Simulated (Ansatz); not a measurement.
# Fe (Fe, diamond): the cost of one run

Computed with Ansatz 0.2.0 (DFT PBEsol, plane waves (420 eV) with PAW, scalar-relativistic; PBE-made PAW files, unless a step says otherwise).

## 1. The structure to begin with

Symmetry: Fd-3m, No. 227, cubic system. The conventional cell has a = 5.029 Å, b = 5.029 Å, c = 5.029 Å, α = 90.00°, β = 90.00°, γ = 90.00°. Fe (site symmetry -43m) has 4 Fe at 2.18 Å as nearest neighbours.

Coordinates:

```
Fe
1.0
     0.00000    2.51451    2.51451
     2.51451    0.00000    2.51451
     2.51451    2.51451    0.00000
Fe
2
Direct
  0.12500 0.12500 0.12500
  0.87500 0.87500 0.87500
```

Starting moments (μB): +2.5 ×2.

## 2. Relaxing cell and atoms

Contents of input.yaml:

```yaml
crystal:
  lattice:
    - [0.0, 2.514509054, 2.514509054]
    - [2.514509054, 0.0, 2.514509054]
    - [2.514509054, 2.514509054, 0.0]
  atoms:
    - { symbol: Fe, position: [0.125, 0.125, 0.125], spin: 2.5 }
    - { symbol: Fe, position: [0.875, 0.875, 0.875], spin: 2.5 }
hamiltonian:
  xc: pbesol
  pseudopotentials:
    kind: paw
    azcp:
      Fe: "pseudopotentials/Fe.paw.azcp"
basis:
  ecutwfc: 420
  fft_grid_basis: typed
kpoints:
  mp_grid: { grid: [11, 11, 11], shift: [0, 0, 0] }
magnetization:
  spin_polarized: true
scf:
  occupations: { method: fermi_dirac, width: 0.05 }
relax:
  max_steps: 60
  f_tol: 0.01
  cell: {}
```

What time and memory should one allow on 2 threads of Intel Xeon Platinum 8375C at 2.90GHz (Ice Lake), shared host?

About 19 s, with a peak of 0.38 GiB.
